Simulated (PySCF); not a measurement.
# What single edits do to a PySCF run on Cd2

What does each single edit do to the base result for Cd2?

The runs use PySCF 2.14.0; method and basis as typed in the scripts.

## 1. Where the work starts

Cd2: 2 atoms, charge 0, spin multiplicity 1.

No contacts short enough for the rule that draws bonds.

## 2. The run that the others are compared with

Contents of input.py:

```python
from pyscf import gto, dft
from pyscf.geomopt.geometric_solver import optimize

mol = gto.M(
    atom='Cd 0 0 0; Cd 0 0 3.22',
    basis='3-21g',
    charge=0,
    spin=0,
    verbose=4,
)
mf = dft.RKS(mol, xc='scan')
mf.kernel()
g = mf.nuc_grad_method()
g.grid_response = True
mol_eq = optimize(g.as_scanner(), maxsteps=30)
print('optimised geometry (angstrom)')
print(mol_eq.tostring('raw'))
print('orbital energies (hartree):', mf.mo_energy[..., max(0, mol.nelec[1]-3):mol.nelec[0]+3].round(4))
```

Launch:

```console
$ OMP_NUM_THREADS=1 python input.py
```

Its log is not repeated here.

Base result: at the starting geometry E(SCF) = -10885.293522 Eh, 8 cycles, optimised bond 3.206 Å in 4 steps; the optimisation lowers the energy by 0.000 eV.

No relativity is included for the heavy element.

## 3. Second-order solver on

Variant 1 changes second-order solver: off → on.

Contents of input.py:

```python
from pyscf import gto, dft
from pyscf.geomopt.geometric_solver import optimize

mol = gto.M(
    atom='Cd 0 0 0; Cd 0 0 3.22',
    basis='3-21g',
    charge=0,
    spin=0,
    verbose=4,
)
mf = dft.RKS(mol, xc='scan')
mf = mf.newton()
mf.kernel()
g = mf.nuc_grad_method()
g.grid_response = True
mol_eq = optimize(g.as_scanner(), maxsteps=30)
print('optimised geometry (angstrom)')
print(mol_eq.tostring('raw'))
print('orbital energies (hartree):', mf.mo_energy[..., max(0, mol.nelec[1]-3):mol.nelec[0]+3].round(4))
```

Launch:

```console
$ OMP_NUM_THREADS=1 python input.py
```

Before running it: what results should come out? Wanted: for each run, E(SCF); from base; gap; after the SCF.

As calculated:

```
                   run  E(SCF) (hartree)  from base (eV)   cycles  gap (eV)           after the SCF
                  base     -10885.293522               0        8      2.98  bond 3.206 Å, 0.000 eV
second-order solver on     -10885.293522          0.0000  3 macro      2.98  bond 3.206 Å, 0.000 eV
```

SCF columns refer to the geometry typed in the script.

Distance from each run's final energy (log10 hartree) by cycle:

```
                   run  cycle 1  cycle 2  cycle 3  cycle 5  cycle 8  cycle 12
                  base     -1.4     -1.4     -4.5     -6.5    < -11      done
second-order solver on     -6.2    < -11    < -11     done     done      done
```

What this shows: The SCF energy stays the same, to the digits that matter, with second-order solver on.
